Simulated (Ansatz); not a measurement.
**LaBi (Fm-3m): all-electron equation of state in Python**

Where is the equilibrium volume of LaBi (Fm-3m) with all electrons, and how stiff is it? The task is an all-electron equation of state, for LaBi (Fm-3m).

The COD entry's cell or inner coordinates are ideal or old and differ from later refinements, so a difference from it is no clean test against experiment.

All numbers are computed with Ansatz 0.2.0 through its Python package. Level of theory: DFT PBEsol, all-electron LAPW.

### 1 The structure

It takes space group Fm-3m (No. 225, cubic). The conventional cell has a = 6.565 Å, b = 6.565 Å, c = 6.565 Å, α = 90.00°, β = 90.00°, γ = 90.00°. Around La (site symmetry m-3m) lie 6 Bi at 3.28 Å. Around Bi (site symmetry m-3m) lie 6 La at 3.28 Å.

No structure file is read: the coordinates are typed or built in the script.

### 2 Script

The input, eos_lapw.py:

```python
# -*- coding: utf-8 -*-
import ansatz as az
from ase.eos import EquationOfState
from ase.units import GPa
import numpy as np

config = {
    "xc": "PBEsol",
    "occupations": "methfessel_paxton",
    "scf_tol": 1e-10,
    "mesh": (9, 9, 9),
}

VECTORS = np.array([
    [0.0, 3.2825, 3.2825],
    [3.2825, 0.0, 3.2825],
    [3.2825, 3.2825, 0.0],
])
SITES = [
    ("La", [0.0, 0.0, 0.0]),
    ("Bi", [0.5, 0.5, 0.5]),
]


def make_crystal(cell):
    crystal = az.Crystal(lattice=az.Lattice.of(cell))
    for symbol, position in SITES:
        crystal = crystal.atom(symbol, position)
    return crystal


def main():
    volumes, energies = [], []
    for scale in np.linspace(0.94, 1.06, 7):
        cell = VECTORS * scale ** (1 / 3)
        base = (
            make_crystal(cell).calculation()
            .functional(config["xc"])
            .occupations(config["occupations"], width=100 * az.meV)
            .scf(tolerance=config["scf_tol"])
            .kpoints(*config["mesh"])
            .pseudopotentials("all_electron", lapw=True)
        )
        r = base.run(threads=1, pin="off").report
        volumes.append(abs(np.linalg.det(cell)) / len(SITES))
        energies.append(r["free_energy_ev"] / len(SITES))
        print(f"{scale:.3f} {volumes[-1]:9.4f} A^3/atom {energies[-1]:16.5f} eV/atom  (estimated basis error {1000 * r['lapw_basis_errors']['total_ev_per_atom']:.2f} meV/atom)")
    v0, e0, bulk = EquationOfState(volumes, energies, eos="birchmurnaghan").fit()
    print(f"V0 = {v0:.4f} A^3/atom, B0 = {bulk / GPa:.1f} GPa")


if __name__ == "__main__":
    main()
```

### 3 The input behind the calls

The package turns the script's settings into the engine's input (first run):

```yaml
crystal:
  lattice:
    - [0.0, 3.2154914018588308, 3.2154914018588308]
    - [3.2154914018588308, 0.0, 3.2154914018588308]
    - [3.2154914018588308, 3.2154914018588308, 0.0]
  atoms:
    - { symbol: La, position: [0.0, 0.0, 0.0] }
    - { symbol: Bi, position: [0.5, 0.5, 0.5] }
kpoints:
  mp_grid:
    grid: [9, 9, 9]
hamiltonian:
  xc: pbesol
  pseudopotentials:
    kind: all_electron
    lapw: {}
scf:
  convergence:
    dr2_threshold: 1.0e-10
  occupations:
    method: methfessel_paxton
    width: 0.1
```

### 4 Running it

Launch:

```console
> python eos_lapw.py
```

Output:

```text
0.940   33.2462 A^3/atom    -408286.47789 eV/atom  (estimated basis error 0.10 meV/atom)
0.960   33.9536 A^3/atom    -408286.49024 eV/atom  (estimated basis error 0.10 meV/atom)
0.980   34.6609 A^3/atom    -408286.49693 eV/atom  (estimated basis error 0.10 meV/atom)
1.000   35.3683 A^3/atom    -408286.49855 eV/atom  (estimated basis error 0.10 meV/atom)
1.020   36.0757 A^3/atom    -408286.49560 eV/atom  (estimated basis error 0.10 meV/atom)
1.040   36.7830 A^3/atom    -408286.48854 eV/atom  (estimated basis error 0.10 meV/atom)
1.060   37.4904 A^3/atom    -408286.47777 eV/atom  (estimated basis error 0.10 meV/atom)
V0 = 35.2581 A^3/atom, B0 = 52.4 GPa
```

Run time: 2.7 min. Hardware: 1 thread of Arm Neoverse V1, shared host; peak memory 0.47 GiB.

### 5 What changed from run to run

The engine's inputs for some of the other runs:

Run 2, against run 1:

```diff
@@ -3,3 +3,3 @@
-    - [0.0, 3.2154914018588308, 3.2154914018588308]
-    - [3.2154914018588308, 0.0, 3.2154914018588308]
-    - [3.2154914018588308, 3.2154914018588308, 0.0]
+    - [0.0, 3.2381364535959074, 3.2381364535959074]
+    - [3.2381364535959074, 0.0, 3.2381364535959074]
+    - [3.2381364535959074, 3.2381364535959074, 0.0]
```

Run 3, against run 1:

```diff
@@ -3,3 +3,3 @@
-    - [0.0, 3.2154914018588308, 3.2154914018588308]
-    - [3.2154914018588308, 0.0, 3.2154914018588308]
-    - [3.2154914018588308, 3.2154914018588308, 0.0]
+    - [0.0, 3.2604691348549495, 3.2604691348549495]
+    - [3.2604691348549495, 0.0, 3.2604691348549495]
+    - [3.2604691348549495, 3.2604691348549495, 0.0]
```

Run 7, against run 1:

```diff
@@ -3,3 +3,3 @@
-    - [0.0, 3.2154914018588308, 3.2154914018588308]
-    - [3.2154914018588308, 0.0, 3.2154914018588308]
-    - [3.2154914018588308, 3.2154914018588308, 0.0]
+    - [0.0, 3.3468790896009253, 3.3468790896009253]
+    - [3.3468790896009253, 0.0, 3.3468790896009253]
+    - [3.3468790896009253, 3.3468790896009253, 0.0]
```

### 6 The runs side by side

The 7 runs, in the order started:

```csv
run,volume (Å³/atom),energy from run 4 (meV/atom),SCF cycles,CPU time (s)
1,33.246,20.65,13,24
2,33.954,8.31,13,24
3,34.661,1.62,10,21
4,35.368,0.00,9,20
5,36.076,2.95,9,20
6,36.783,10.01,12,24
7,37.490,20.78,12,24
```

Energies are free energies F = E - TS of the smeared occupations. 

### 7 Summary of results

| quantity | value |
| --- | --- |
| runs compared | 7 |
| range of energy | 20.78 meV/atom |
| lowest point, volume (Å³/atom) | 35.368 |
| equilibrium volume (fit) | 35.25 Å³/atom |
| bulk modulus (fit) | 52 GPa |

In words: A third-order Birch-Murnaghan fit through the 7 points has its minimum at 35.25 Å³ an atom, 0.3 % below the typed cell, with a bulk modulus of 52 GPa and dB/dP = 4.3. From that minimum the energy rises by 20.7 meV an atom on the compressed side and 20.8 meV on the expanded side. Reading the output:
- All-electron totals depend on functional, relativistic treatment and basis; only differences at equal settings carry meaning.
- Of the deposited cell: the entry's cell lengths or inner coordinates differ somewhat from later room-temperature determinations.
- Spin-orbit coupling, which matters for elements this heavy, is left out.
